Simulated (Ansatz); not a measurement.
# Mo: the equilibrium cell

The equilibrium cell and energy of Mo in the structure given, which may be a polymorph.

Method: DFT r2SCAN, scalar-relativistic, plane waves, PAW, in Ansatz 0.2.0.

### Step 1. Starting point

The structure is hexagonal, space group P6/mmm (No. 191). The conventional cell has a = 2.736 Å, b = 2.736 Å, c = 2.555 Å, α = 90.00°, β = 90.00°, γ = 120.00°. Mo (site symmetry 6/mmm) is surrounded by 8 Mo at 2.56 to 2.74 Å.

As a file:

```cif
data_structure
_symmetry_space_group_name_H-M 'P 1'
_symmetry_Int_Tables_number 1
_cell_length_a 2.7355
_cell_length_b 2.7355
_cell_length_c 2.5552
_cell_angle_alpha 90.000
_cell_angle_beta 90.000
_cell_angle_gamma 120.000
_cell_volume 16.56
loop_
_atom_site_label
_atom_site_type_symbol
_atom_site_fract_x
_atom_site_fract_y
_atom_site_fract_z
_atom_site_occupancy
Mo1 Mo 0.00000 0.00000 0.50000 1
```

Source of the structure: the Materials Project (structure only).

(A quick probe on a coarse mesh, which set the mesh and smearing, is not shown.)

### Step 3. Relaxing cell and atoms

The input, input.yaml:

```yaml
crystal:
  lattice:
    - [2.7355103972, 0.0, 0.0]
    - [-1.3677551986, 2.3690214963, 0.0]
    - [0.0, 0.0, 2.5551807]
  atoms:
    - { symbol: Mo, position: [0.0, 0.0, 0.5] }
basis:
  ecutwfc: 500
kpoints:
  mp_grid: { grid: [18, 18, 16] }
hamiltonian:
  xc: r2scan
scf:
  occupations: { method: gaussian, width: 0.1 }
output:
  forces: true
  stress: true
  eigenvalues: true
relax:
  adjacent_minimum: "off"
  f_tol: 0.005
  max_steps: 80
  cell: { stress_tol: 0.05 }
```

What does the calculation give? Wanted: relaxed cell; volume; energy, smearing taken to zero; gap on the mesh; remaining pressure.

**Answer**, as computed:

```
                      quantity                                                                       value
                  relaxed cell  a = 2.749 Å, b = 2.749 Å, c = 2.534 Å, α = 90.00°, β = 90.00°, γ = 120.00°
          space group (0.01 Å)                                                            P6/mmm (No. 191)
                        volume                                                               16.58 Å³/atom
energy, smearing taken to zero                                                          -4966.6585 eV/atom
               gap on the mesh                                                                none (metal)
            remaining pressure                                                                    0.00 GPa
```

What this shows: The volume hardly moved (+0.1 %). It is a metal on this mesh.
